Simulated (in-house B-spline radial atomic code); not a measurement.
# Excited states and polarisability of I¹⁷⁺ by several methods

One table from this session's results is given with a row withheld; the runs are named, their logs left out.

Program: in-house B-spline radial atomic code version 1. Level of theory: linear response of a closed shell, each method with its own adiabatic kernel; spin-free one-electron X2C, finite nucleus; B-spline basis; no spin-orbit coupling, no double excitations; only terms of natural parity, (−1)^L, with L up to 3 are computed. These are calculated values, not measurements, unless marked.

### What is computed

| Item | Value |
| --- | --- |
| element | iodine (Z = 53) |
| charge | +17 |
| configuration | [Ar] 3d10 4s2 4p6 |
| runs | TDHF; PBE; BSE on G0W0@HF; ωB97X; HSE06; BHandHLYP |

Outer shells as boxes (Hund's rule):

I¹⁷⁺
```
[Ar] core
3d [↑↓][↑↓][↑↓][↑↓][↑↓]
4s [↑↓]
4p [↑↓][↑↓][↑↓]
```

The first run:

Input settings:

```ini
Z = 53
electrons = 36.0
configuration = [Ar] 3d10 4s2 4p6
hamiltonian = x2c
method = hf
box_radius = 6.43
rms_radius = 4.75
intervals = 67
```

Started as:

```console
$ python run_td.py task.json out
```

task.json lists these runs, among others, and the program works through them in turn.

Steps of the session up to this table: TDHF.

One of the session's tables, all rows but one given; the rest of the session is left out.

It belongs to the step «TDHF». 

```
   state  full (eV)  Tamm-Dancoff (eV)
4p→4d ³P     81.824             82.009
4p→4d ³F          ?                  ?
4p→4d ¹F     89.419             89.550
4p→4d ¹P     107.09             110.17
4s→4d ³D     149.81             149.93
4s→4d ¹D     159.25             159.47
4p→4f ³D     183.99             184.01
4p→4f ¹D     191.73             192.07
4p→5s ³P     210.86             210.89
4p→5s ¹P     212.60             212.64
4p→5p ³S     231.44             231.48
4p→5p ³D     235.26             235.28
4p→5p ¹D     236.50             236.52
4p→5p ¹S     241.75             242.09
```

Estimate the missing values for 4p→4d ³F.

**Answer.** full (eV): 83.417; Tamm-Dancoff (eV): 84.035. In the column «full (eV)» it lies between 4p→4d ³P (81.824) and 4p→4d ¹F (89.419).
